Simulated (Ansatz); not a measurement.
# FZn (charge +1): an active-space calculation

Program: the Python package of Ansatz (0.2.0).

The cells in order, each with its output:

**Cell 1**
```python
from dataclasses import dataclass

import ansatz as az
```

**Cell 2**
```python
@dataclass
class RunConfig:
    basis: str = 'def2-SVP'
    net_charge: int = 1
```

**Cell 3**
```python
settings = RunConfig()
```

**Cell 4**
```python
geometry = (
    az.Crystal.molecule()
    .atom('Zn', (0.0, 0.0, 0.0))
    .atom('F', (0.0, 0.0, 1.905))
)
```

**Cell 5**
```python
setup = (
    geometry.calculation()
    .basis(gaussian=settings.basis)
    .charge(settings.net_charge)
    .correlation(active_electrons=6, active_orbitals=6)
)
for method in ['sc_nevpt2']:
    data = (setup if method is None else setup.correlation(method)).run(threads=1, backend='cpu').report
    space = data['configurations']
    state = space['states'][0]
    print(method or 'casscf', f'total {data["free_energy_ev"] / 27.211386246:.6f} Ha, active-space state {state["energy"]["hartree"]:.6f} Ha, mean field {data["reference_energy_ev"] / 27.211386246:.6f} Ha')
    print('  determinants', state['n_determinants'], ' natural occupations', [round(n, 3) for n in space['natural_occupations']])
print('effectively unpaired electrons, sum of min(n, 2 - n):', round(sum(min(n, 2 - n) for n in space['natural_occupations']), 3))
```
Output:
```text
sc_nevpt2 total -1877.110490 Ha, active-space state -1876.694021 Ha, mean field -1876.589230 Ha
  determinants 112  natural occupations [1.981, 1.981, 1.962, 0.039, 0.018, 0.018]
effectively unpaired electrons, sum of min(n, 2 - n): 0.151
```

Reading the output:
- Total energies depend on the basis set; only differences at equal settings carry meaning.
- The geometry is a force-field or estimated start, not a minimum of this method, and the basis set is short of its limit. The active space starts as a window about the frontier orbitals and is then optimised, not chosen by chemistry.
- The spin state was assumed, and another may lie lower.
- The whole script took 1.7 s on 1 thread of AMD EPYC 7B13 (Zen 3), on a shared host, peak memory 0.16 GiB.
